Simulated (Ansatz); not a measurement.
# GaH4P: the cost of one run

The runs use Ansatz 0.2.0, Gaussian basis; PBE0-D4/def2-TZVP structures, single points in def2-TZVPP, no counterpoise correction.

Levels: SPW92, PBE-D4, BLYP-D4, r2SCAN-D4, B97M-V, PBE0-D4, B3LYP-D4, r2SCAN0-D4, BHLYP-D4, CAM-B3LYP-D4, wB97X-V, wB97M-V, B2PLYP, PBE-QIDH, RPA on PBE, Hartree-Fock, MP2, CCSD, CCSD(T).

Correlated methods freeze the cores. Filled d shells of the heavier atoms are correlated. B3LYP uses VWN-RPA correlation. B2PLYP carries no dispersion term here.

94 further runs of the same task are left out: 94 set aside as unsound or not needed.

## Step 1: The system as given

The complex: 10 atoms, charge 0, spin multiplicity 1.

Atoms are counted from 1 here; the program's logs count them from 0.

Bond lengths: Ga1–N2 2.165 Å, Ga1–H3 1.578 Å, Ga1–H4 1.578 Å, Ga1–P6 2.355 Å, N2–H5 1.015 Å, N2–H7 1.013 Å, N2–H8 1.013 Å, P6–H9 1.418 Å, P6–H10 1.418 Å. Angles: N2–Ga1–H3 98.6°, N2–Ga1–H4 98.6°, N2–Ga1–P6 96.2°, H3–Ga1–H4 120.4°, H3–Ga1–P6 117.2°, H4–Ga1–P6 117.1°, Ga1–N2–H5 108.4°, Ga1–N2–H7 111.6°, Ga1–N2–H8 111.6°, H5–N2–H7 108.4°, H5–N2–H8 108.4°, H7–N2–H8 108.4°, Ga1–P6–H9 96.8°, Ga1–P6–H10 96.9°, H9–P6–H10 94.5°.

Geometry (Å):

```tsv
atom	x (Å)	y (Å)	z (Å)
Ga1	-0.5864	-0.6271	0.1409
N2	0.1149	1.1960	1.0742
H3	-2.0877	-0.2047	-0.1020
H4	-0.2191	-1.6387	1.2953
H5	0.8600	1.5820	0.5035
P6	0.8674	-0.5398	-1.7099
H7	0.4800	1.0226	2.0034
H8	-0.6239	1.8859	1.1454
H9	1.3051	-1.8870	-1.6446
H10	-0.1103	-0.7891	-2.7061
```

Its parts: GaPH₄ holds atoms 1, 3, 4, 6, 9, 10; NH₃ holds atoms 2, 5, 7, 8. Each part counts its atoms afresh in its own runs.

## Step 2: Relaxing GaPH₄ alone

relax-a/in.yaml reads:

```yaml
crystal:
  periodic: [false, false, false]
  atoms:
    - {symbol: Ga, position_ang: [-0.586442, -0.627067, 0.140873]}
    - {symbol: H, position_ang: [-2.087682, -0.204728, -0.102006]}
    - {symbol: H, position_ang: [-0.219113, -1.638750, 1.295302]}
    - {symbol: P, position_ang: [0.867430, -0.539825, -1.709904]}
    - {symbol: H, position_ang: [1.305137, -1.886985, -1.644638]}
    - {symbol: H, position_ang: [-0.110347, -0.789092, -2.706139]}
basis:
  gaussian: {orbitals: def2-TZVP}
hamiltonian: {xc: pbe0, dispersion: d4}
relax: {f_tol: 0.005, max_steps: 200}
```

On the command line:

```bash
> ansatz run in.yaml --threads 4 --pin off --events-out ev --progress --plain --max-ram 9574MiB
```

**Question.** How long does this run take on 4 threads of Arm Neoverse V1, shared host?

About 7.5 s.
